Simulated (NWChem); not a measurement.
**the pair CN···SiO−, step by step**

Aim: a single-point energy (singlet SiCNO−, PBE0-D3(BJ)/6-311+G**), then the energy (singlet CN−, PBE0-D3(BJ)/6-311+G**), then a single-point energy (singlet SiO, PBE0-D3(BJ)/6-311+G**), then a single-point energy (singlet CN−, PBE0-D3(BJ)/6-311+G**), then a single-point energy (singlet SiO, PBE0-D3(BJ)/6-311+G**) of CNOSi and its partners. 

The calculation is run with NWChem 7.3.0.

**1. The system as given**

The species is SiCNO− (4 atoms), meant as a singlet with charge -1. The two molecules were placed rigidly side by side, at 1 times their contact distance; the pair isn't optimised.

Bond lengths: C1–N2 1.170 Å, O3–Si4 1.509 Å.

**2. The energy at PBE0-D3(BJ)/6-311+G(d,p) (run 1)**

The input, nw.nw:

```
start nw
memory total 2200 mb
charge -1

geometry units atomic noautosym nocenter noautoz
  C    0.94429614  -0.30556871   0.48622653
  N   -0.94429614   0.30556871  -0.48622653
  O    2.03430907  -1.99887671  -5.27938457
  Si   0.05850592  -2.06925011  -7.33361135
end

basis spherical bse
  * library 6-311+G**
end

dft
  xc pbe0
  disp vdw 4
  grid fine
  convergence energy 1e-08
  maxiter 100
  mulliken
  print low
end

task dft energy
```

The run is started by

```sh
$ nwchem nw.nw > nw.out
```

Log:

```text
[...]
 d= 0,ls=0.0,diis     1   -457.1351414565 -5.56D+02  2.04D-02  2.76D+00     1.2
[...]
 d= 0,ls=0.0,diis    11   -457.3010986240 -1.52D-09  5.42D-07  7.22D-10     9.7
         Total DFT energy =     -457.301098623993
      One electron energy =     -834.422999124126
           Coulomb energy =      319.547166023428
    Exchange-Corr. energy =      -41.563507687973
 Nuclear repulsion energy =       99.140517710919
    Dispersion correction =       -0.002275546241
[...]
      Total Density - Mulliken Population Analysis
     ---------------------------------------------
    Atom       Charge   Shell Charges
 -----------   ------   -------------------------------------------------------
    1 C    6     6.60   1.10  0.88  0.57  0.84  1.21  0.86  0.65  0.35  0.09  0.06
    2 N    7     7.39   1.10  0.90  0.74  0.92  1.63  0.83  1.18 -0.05  0.12  0.03
    3 O    8     8.35   1.08  0.91  0.93  1.04  1.99  0.88  1.52 -0.09  0.08  0.01
    4 Si  14    13.66   0.79  1.18  0.96  1.02  0.98  0.96  1.96  3.91  0.56  0.91  0.15  0.08  0.03  0.16
[...]
```

It took 11 s on 1 thread of Intel Xeon Platinum 8488C (Sapphire Rapids), shared host; peak memory 0.11 GiB.

**3. CN−: a single-point energy at PBE0-D3(BJ)/6-311+G(d,p) (run 2)**

The input, job.nw:

```
echo
start job
title "CN"
memory total 2200 mb
charge -1

geometry noautosym nocenter noautoz
 C     0.499700   -0.161700    0.257300
 N    -0.499700    0.161700   -0.257300
end

basis spherical bse
 * library 6-311+G**
end

dft
 xc pbe0
 disp vdw 4
 grid fine
 convergence energy 1e-08
 maxiter 100
 mulliken
 noprint "final vectors analysis"
end

task dft energy
```

The run is started by

```sh
$ nwchem job.nw > job.out
```

Log:

```text
[...]
          Wavefunction type:  closed shell.
          No. of atoms     :     2
          No. of electrons :    14
[...]
          Charge           :    -1
          Spin multiplicity:     1
[...]
          AO basis - number of functions:    44
[...]
              XC Information
              --------------
                         PBE0 Method XC Functional
                     Hartree-Fock (Exact) Exchange  0.250
          PerdewBurkeErnzerhof Exchange Functional  0.750
            Perdew 1991 LDA Correlation Functional  1.000 local
           PerdewBurkeErnz. Correlation Functional  1.000 non-local
[...]
 d= 0,ls=0.0,diis     1    -92.5305883922 -1.12D+02  6.96D-02  2.08D+00     0.2
[...]
 d= 0,ls=0.0,diis     8    -92.7679176604  6.40D-10  1.65D-06  2.24D-08     1.0
         Total DFT energy =      -92.767917660437
      One electron energy =     -166.619533088910
           Coulomb energy =       67.167026718600
    Exchange-Corr. energy =      -12.315923141498
 Nuclear repulsion energy =       19.000957658179
    Dispersion correction =       -0.000445806808
[...]
      Total Density - Mulliken Population Analysis
     ---------------------------------------------
    Atom       Charge   Shell Charges
 -----------   ------   -------------------------------------------------------
    1 C    6     6.63   1.10  0.88  0.57  0.83  1.22  0.86  0.67  0.35  0.09  0.06
    2 N    7     7.37   1.10  0.90  0.74  0.92  1.63  0.84  1.16 -0.05  0.11  0.03
[...]
```

Wall time 1.6 s (1 thread of Intel Xeon Platinum 8488C (Sapphire Rapids), shared host); peak memory 0.11 GiB.

**4. SiO: the energy at PBE0-D3(BJ)/6-311+G(d,p) (run 3)**

The input, mymol.nw:

```
start mymol
memory 2200 mb

geometry noautosym nocenter noautoz
 O        1.076510      -1.057760      -2.793730
 Si       0.030960      -1.095000      -3.880780
end

basis "ao basis" spherical bse
 O library 6-311+G**
 Si library 6-311+G**
end

dft
 xc pbe0
 disp vdw 4
 grid fine
 convergence energy 1e-08
 maxiter 100
 mulliken
 print low
end

task dft energy
```

The run is started by

```sh
$ nwchem mymol.nw > mymol.out
```

Log:

```text
[...]
 d= 0,ls=0.0,diis     1   -364.3844523966 -4.04D+02  5.31D-02  1.36D+00     0.4
[...]
 d= 0,ls=0.0,diis    10   -364.5423938560 -2.73D-10  3.36D-08  1.78D-12     2.3
         Total DFT energy =     -364.542393856016
      One electron energy =     -583.101586141244
           Coulomb energy =      208.530127331780
    Exchange-Corr. energy =      -29.253863242173
 Nuclear repulsion energy =       39.283504647368
    Dispersion correction =       -0.000576451746
[...]
      Total Density - Mulliken Population Analysis
     ---------------------------------------------
    Atom       Charge   Shell Charges
 -----------   ------   -------------------------------------------------------
    1 O    8     8.42   1.08  0.91  0.93  1.04  2.00  0.88  1.57 -0.10  0.11  0.01
    2 Si  14    13.58   0.79  1.18  0.96  1.02  1.00  1.01  1.96  3.91  0.55  0.86  0.10  0.07  0.02  0.16
[...]
```

It took 2.8 s on 1 thread of Intel Xeon Platinum 8488C (Sapphire Rapids), shared host; peak memory 0.11 GiB.

**5. CN− among ghost functions: a single-point energy at PBE0-D3(BJ)/6-311+G(d,p) (with ghost functions) (run 4)**

The input, job.nw:

```
start job
memory 2200 mb
charge -1

geometry units atomic noautosym nocenter noautoz
 C      0.94429614    -0.30556871     0.48622653
 N     -0.94429614     0.30556871    -0.48622653
 bqO      2.034309    -1.998877    -5.279385
 bqSi     0.058506    -2.069250    -7.333611
end

basis spherical bse
 C library 6-311+G**
 N library 6-311+G**
 bqO library O 6-311+G**
 bqSi library Si 6-311+G**
end

dft
 xc pbe0
 disp vdw 4
 grid fine
 convergence energy 1e-08
 iterations 100
 mulliken
 print low
end

task dft energy
```

The run is started by

```sh
$ nwchem job.nw > job.out
```

Log:

```text
[...]
 d= 0,ls=0.0,diis     1    -92.3721558384 -1.11D+02  5.30D-02  2.78D+00     1.1
[...]
 d= 0,ls=0.0,diis     8    -92.7679725533 -4.01D-09  1.51D-06  4.10D-08     6.6
         Total DFT energy =      -92.767972553287
      One electron energy =     -166.618723636961
           Coulomb energy =       67.166058481236
    Exchange-Corr. energy =      -12.315817981553
 Nuclear repulsion energy =       19.000956390799
    Dispersion correction =       -0.000445806808
[...]
      Total Density - Mulliken Population Analysis
     ---------------------------------------------
    Atom       Charge   Shell Charges
 -----------   ------   -------------------------------------------------------
    1 C    6     6.63   1.10  0.88  0.57  0.83  1.22  0.86  0.67  0.34  0.09  0.06
    2 N    7     7.36   1.10  0.90  0.74  0.92  1.63  0.84  1.16 -0.04  0.10  0.03
    3 X    0     0.00  -0.00  0.00 -0.00 -0.00  0.00  0.00  0.00  0.00  0.00  0.00
    4 X    0     0.01   0.00 -0.00  0.00 -0.00  0.00 -0.00 -0.00  0.00 -0.00  0.00 -0.00  0.01  0.01  0.00
[...]
```

Run time: 7.2 s. Hardware: 1 thread of Intel Xeon Platinum 8488C (Sapphire Rapids), shared host; peak memory 0.12 GiB.

**6. SiO among ghost functions: the energy at PBE0-D3(BJ)/6-311+G(d,p) (with ghost functions) (run 5)**

The input, calc.nw:

```
start calc
memory total 2200 mb

geometry noautosym nocenter noautoz
   O        1.076510      -1.057760      -2.793730
   Si       0.030960      -1.095000      -3.880780
   bqC      0.499700    -0.161700     0.257300
   bqN     -0.499700     0.161700    -0.257300
end

basis spherical bse
   O library 6-311+G**
   Si library 6-311+G**
   bqC library C 6-311+G**
   bqN library N 6-311+G**
end

dft
   xc pbe0
   disp vdw 4
   grid fine
   convergence energy 1e-08
   iterations 100
   mulliken
   noprint "final vectors analysis"
end

task dft
```

The run is started by

```sh
$ nwchem calc.nw > calc.out
```

Log:

```text
[...]
          Wavefunction type:  closed shell.
          No. of atoms     :     4
          No. of electrons :    22
[...]
          Charge           :     0
          Spin multiplicity:     1
[...]
          AO basis - number of functions:    96
[...]
              XC Information
              --------------
                         PBE0 Method XC Functional
                     Hartree-Fock (Exact) Exchange  0.250
          PerdewBurkeErnzerhof Exchange Functional  0.750
            Perdew 1991 LDA Correlation Functional  1.000 local
           PerdewBurkeErnz. Correlation Functional  1.000 non-local
[...]
 d= 0,ls=0.0,diis     1   -364.3845788383 -4.04D+02  2.91D-02  1.36D+00     1.3
[...]
 d= 0,ls=0.0,diis    10   -364.5425481630 -2.87D-10  1.83D-08  1.98D-12     8.8
         Total DFT energy =     -364.542548162996
      One electron energy =     -583.102134826072
           Coulomb energy =      208.530476276054
    Exchange-Corr. energy =      -29.253817808599
 Nuclear repulsion energy =       39.283504647368
    Dispersion correction =       -0.000576451746
[...]
      Total Density - Mulliken Population Analysis
     ---------------------------------------------
    Atom       Charge   Shell Charges
 -----------   ------   -------------------------------------------------------
    1 O    8     8.41   1.08  0.91  0.93  1.04  2.00  0.88  1.57 -0.11  0.10  0.01
    2 Si  14    13.59   0.79  1.18  0.96  1.02  0.99  1.02  1.96  3.91  0.55  0.86  0.10  0.07  0.02  0.16
    3 X    0    -0.00  -0.00  0.00 -0.00 -0.00  0.00 -0.00 -0.00  0.00  0.00  0.00
    4 X    0     0.01  -0.00  0.00  0.00 -0.00 -0.00  0.00  0.00  0.00  0.01 -0.00
[...]
```

It took 9.6 s on 1 thread of Intel Xeon Platinum 8488C (Sapphire Rapids), shared host; peak memory 0.12 GiB.

**7. Summary of results**

| quantity | value |
| --- | --- |
| run 1, PBE0-D3(BJ)/6-311+G**: total energy | -457.30110 Eh |
| run 1, PBE0-D3(BJ)/6-311+G**: dispersion energy | -5.97 kJ/mol |
| CN−: total energy | -92.76792 Eh |
| CN−: dispersion energy | -1.17 kJ/mol |
| SiO: total energy | -364.54239 Eh |
| SiO: dispersion energy | -1.51 kJ/mol |
| CN− among ghost functions: total energy | -92.76797 Eh |
| CN− among ghost functions: dispersion energy | -1.17 kJ/mol |
| SiO among ghost functions: total energy | -364.54255 Eh |
| SiO among ghost functions: dipole moment | 3.18 D |
| SiO among ghost functions: dispersion energy | -1.51 kJ/mol |
| interaction energy of the rigid parts CN− and SiO (parts in their own basis; closest atoms 3.23 Å apart) | 0.251 eV |
| interaction energy of the rigid parts CN− and SiO (parts in the whole basis, counterpoise; closest atoms 3.23 Å apart) | 0.256 eV |

**Reading.** The interaction energy of the rigid parts CN− and SiO (parts in their own basis; closest atoms 3.23 Å apart) is 0.25 eV (5.8 kcal/mol): the parts repel at this shape. Without counterpoise this holds the superposition error of the basis. The interaction energy of the rigid parts CN− and SiO (parts in the whole basis, counterpoise; closest atoms 3.23 Å apart) is 0.26 eV (24.7 kJ/mol): the parts repel at this shape. The basis-set superposition error is 0.5 kJ/mol.
